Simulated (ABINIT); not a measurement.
Wanted: the native input for an ABINIT 10.8.3 (patched build) run.

```
Task                : single point
Functional          : WC
Potentials or basis : JTH PAW PBE v2.0
Cutoff              : 762 eV
k mesh              : 10 × 10 × 7
Occupations         : fermi-dirac, width 0.05 eV
Spin                : no spin polarisation
Fine-grid cutoff    : 1360.57 eV
```

Crystal: TaO.

```xyz
2
Lattice="3.0661 0.0000 0.0000 -1.5331 2.6553 0.0000 0.0000 0.0000 3.8550" Properties=species:S:1:pos:R:3 pbc="T T T"
Ta    0.0000    0.0000    1.9275
O     0.0000    0.0000    0.0000
```

The cell was built by a generator and needn't be a form met in nature.

These files were run (other wordings do the same):

run.abi

```
# Pseudopotentials
pp_dirpath "./"
pseudos "Ta.GGA_PBE-JTH.xml, O.GGA_PBE-JTH.xml"

# Structure
acell 3*1.0
rprim
     5.7941081680     0.0000000000     0.0000000000
    -2.8970635326     5.0178464705     0.0000000000
     0.0000000000     0.0000000000     7.2849320050
ntypat 2
znucl 73 8
natom 2
typat 1 2
xcart
     0.0000000000     0.0000000000     3.6424660025
     0.0000000000     0.0000000000     0.0000000000

# Plane-wave basis
ecut 28.0
pawecutdg 50.0
pawxcdev 0
pawovlp 30

# k points
kptopt 1
ngkpt 10 10 7
nshiftk 1
shiftk 0.0 0.0 0.0

# Exchange and correlation
ixc 23

# Bands and occupations
nband 14
occopt 3
tsmear 0.00183747

# SCF cycle
nstep 100
tolvrs 1.0e-9

# Output
iomode 3
prtwf 0
prteig 0
prtebands 0
enunit 2
prtden 1
prtvha 1
prtvclmb 1
prtpot 1
```

Potentials or basis: JTH PAW PBE v2.0.

Command:

```bash
$ abinit run.abi > log 2>&1
```

Results of the run:

```
Pressure               : -5.4 GPa
Band gap on the k mesh : none (metal or under the smearing width)
```

Caveat: the PAW data sets were made with another functional, which shifts forces and pressure a little; an odd number of electrons without spin polarisation forces a metal; a magnetic or distorted state may lie lower; the atomic spheres overlap.

It took 43 s on 1 thread of Arm Neoverse V2, on a shared host, peak memory 0.15 GiB.
